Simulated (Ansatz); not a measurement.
**CaPd5: relaxing cell and atoms**

Wanted: the geometry at rest of CaPd5 (a crystal from a database, its volume scaled a little), relaxing cell and atoms, and its electronic structure there.

Program: Ansatz 0.2.0. Level of theory: DFT, r2SCAN, no spin polarisation, plane waves, PAW. These are calculated values, not measurements.

The structure is hexagonal, space group P6/mmm (No. 191). Conventional cell: a = 5.094 Å, b = 5.094 Å, c = 4.180 Å, α = 90.00°, β = 90.00°, γ = 120.00°. Ca (site symmetry 6/mmm) is surrounded by 18 Pd at 2.94 to 3.29 Å. Pd (site symmetry mmm) has 8 Pd at 2.55 to 2.56 Å as nearest neighbours. Pd (site symmetry -6m2) has 6 Pd at 2.56 Å as nearest neighbours.

Structure file:

```
Ca Pd
1.0
     5.09357    0.00000    0.00000
    -2.54678    4.41116    0.00000
     0.00000    0.00000    4.18015
Ca Pd
1 5
Direct
  0.00000 0.00000 0.00000
  0.50000 0.00000 0.50000
  0.50000 0.50000 0.50000
  0.00000 0.50000 0.50000
  0.33330 0.66670 0.00000
  0.66660 0.33330 0.00000
```

The first density is read from a saved solution for the starting cell.

The structure above is the start of the run; the results belong to its end.

| quantity | value |
| --- | --- |
| moves | 4 |
| energy gained | 155.0 meV/atom |
| largest move | 0.00 Å |
| space group (0.01 Å), before / after | P6/mmm / P6/mmm |
| cell | a = 5.295 Å, b = 5.295 Å, c = 4.427 Å, α = 90.00°, β = 90.00°, γ = 120.00° |
| volume | 17.92 Å³/atom (+14.5 %) |
| pressure at the end | 0.00 GPa |
| formation energy (elements from separate runs) | -0.37 eV/atom |
| character | metal |
| density of states, mean within 0.25 eV of the Fermi level | 5.4 per eV per cell |
| Bader charges | Ca +1.47, Pd -0.34 to -0.27 e |

The volume grew by 14.5 %, and the atoms end where they began within the cell; the energy fell by 155.0 meV per atom. With 24 symmetry operations imposed, the end may be a saddle point towards distortions that break them. Bands cross the Fermi level: a metal; within 0.25 eV of the Fermi level the density of states averages 5.4 per eV per cell, mostly Pd d (80 %). By Bader's partition Ca gives up most (+1.47 e) and Pd takes most (-0.29 e). Against the elements' reference phases (Ca fcc, Pd fcc; separate runs with the same functional) the formation energy is -0.37 eV per atom, so it is bound against them, though other compounds may compete.

Q: Write an input and a launch command for the first run that leads to these results.

A: The one that was run. It is one of several that fit.

input.yaml reads:

```yaml
crystal:
  lattice:
    - [5.0935696, 0.0, 0.0]
    - [-2.5467848, 4.41115795, 0.0]
    - [0.0, 0.0, 4.18015116]
  atoms:
    - { symbol: Ca, position: [0.0, 0.0, 0.0] }
    - { symbol: Pd, position: [0.5, 0.0, 0.5] }
    - { symbol: Pd, position: [0.5, 0.5, 0.5] }
    - { symbol: Pd, position: [0.0, 0.5, 0.5] }
    - { symbol: Pd, position: [0.3333, 0.6667, 0.0] }
    - { symbol: Pd, position: [0.6666, 0.3333, 0.0] }
  symmetry: { tolerance: 0.0003 }
kpoints:
  mp_grid: { grid: [8, 8, 8], shift: [0, 0, 0] }
magnetization:
  spin_polarized: false
scf:
  occupations: { method: fermi_dirac }
  lower_state_search: "off"
hamiltonian:
  pseudopotentials: { kind: paw }
  xc: r2scan
basis:
  ecutwfc: 500
  fft_grid_basis: typed
relax:
  max_steps: 80
  cell: { p_target: 0.0 }
output:
  forces: true
  stress: true
  eigenvalues: true
  bader: true
  populations: true
  elf: true
  write_potential: true
  volumetric_format: npy
  dos:
    e_range: [-12, 8]
    de: 0.05
    projected: { site_lists: { Ca: [Ca], Pd: [Pd] } }
checkpoint:
  read: saved_state
```

The run is started by

```sh
$ ansatz run input.yaml --threads 2 --pin off --max-ram 2560MiB --backend cpu --events-out ev --progress --plain --runs-dir out
```
